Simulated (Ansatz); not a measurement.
Run this with Ansatz's Python interface and show what comes out.

`nc_paw_nbte2.py`:
```python
'''Two kinds of potentials on NbTe2.'''

import ansatz
import numpy as np
from pymatgen.core import Lattice, Structure
from pymatgen.io.ase import AseAtomsAdaptor


def count_gap(report):
    # lowest empty less highest filled band, counting bands; zero where they overlap
    return max(report.get('gap_by_band_count_ev') or 0.0, 0.0)


def main() -> None:
    pmg_structure = Structure(
        Lattice([(3.72046408, 0.0, 0.0), (-1.86023204, 3.22201641, 0.0), (0.0, 0.0, 7.14826647)]),
        ['Nb', 'Te', 'Te'],
        [
            (0.0, 0.0, 0.0),
            (2 / 3, 1 / 3, 0.74563223),
            (1 / 3, 2 / 3, 0.25436777),
        ],
    )
    nbte2 = ansatz.Crystal.from_ase(AseAtomsAdaptor.get_atoms(pmg_structure))

    base = (
        nbte2.calculation()
        .functional('LDA')
        .kpoints(9, 9, 4)  # sampling of the Brillouin zone
        .occupations('fermi_dirac', width=0.1)  # the run then minimises F = E - TS
        .stress()
        .forces()  # minus the gradient of the free energy
        .band_table()
    )
    variants = {
        'PAW': base.pseudopotentials('paw'),
        'norm-conserving': base.pseudopotentials('nc'),
    }
    # totals differ by the cores that each treatment holds, so compare what does not depend on them
    rows = []
    for label, variant in variants.items():
        data = variant.run(threads=1, pin='off').report
        levels = np.array(data['eigenvalues_ev'][0]) - data['fermi_energy_ev']
        print(label, 'levels at the first k-point near E_F:', np.round(levels[np.abs(levels) < 5], 3))
        rows.append((label, data['n_electrons'], np.trace(data['stress_gpa']) / 3, float(np.abs(data['forces_ev_ang']).max()), count_gap(data)))
    print('     treatment  electrons in bands           P GPa  max force component eV/A  gap by band count eV')
    for row in rows:
        print(f'{str(row[0]):>14s}  {row[1]:18.1f}  {row[2]:14.3f}  {row[3]:24.4f}  {row[4]:20.3f}')


if __name__ == '__main__':
    main()
```

```console
$ python nc_paw_nbte2.py
DeckWarning: basis.ecutwfc = 420 eV, auto-derived from the records' recommended cutoffs: set by Nb (normal level)
PAW levels at the first k-point near E_F: [-2.176 -2.176 -0.653 -0.452  0.004  0.004  0.939  0.939  3.477  3.477]
DeckWarning: basis.ecutwfc = 1120 eV, auto-derived from the records' recommended cutoffs: set by Te (normal level)
norm-conserving levels at the first k-point near E_F: [-2.179e+00 -2.179e+00 -6.490e-01 -4.530e-01  3.000e-03  3.000e-03
  9.380e-01  9.380e-01  3.475e+00  3.475e+00]
     treatment  electrons in bands           P GPa  max force component eV/A  gap by band count eV
           PAW                45.0          -5.004                    0.3203                 0.000
norm-conserving                45.0          -5.029                    0.3217                 0.000
```
(Warnings from the package without file and line.)

PAW gives -5.004 GPa and norm-conserving -5.029 GPa, 0.025 GPa apart. They took 5.9 and 21.8 s of processor time.

The computed bands are complete only to about 2.5 eV above the Fermi level. For a metal this k-point mesh is coarse: on a finer one energies can move by several to tens of meV an atom and pressures by half a GPa or more, differences at one mesh by less. A gap by band count of zero or less means overlapping bands, a metal, and at an odd count of electrons it is no gap at all. At these settings the cell as given stands under about -5 GPa, so it isn't at this functional's equilibrium volume. The structure comes from a database of computed cells and needn't be a stable or known phase. Levels are Kohn-Sham eigenvalues on this mesh, without spin-orbit coupling. Stress is positive in compression. Run time: 29 s on 1 thread of Arm Neoverse V1 (shared host), peak memory 0.69 GiB.
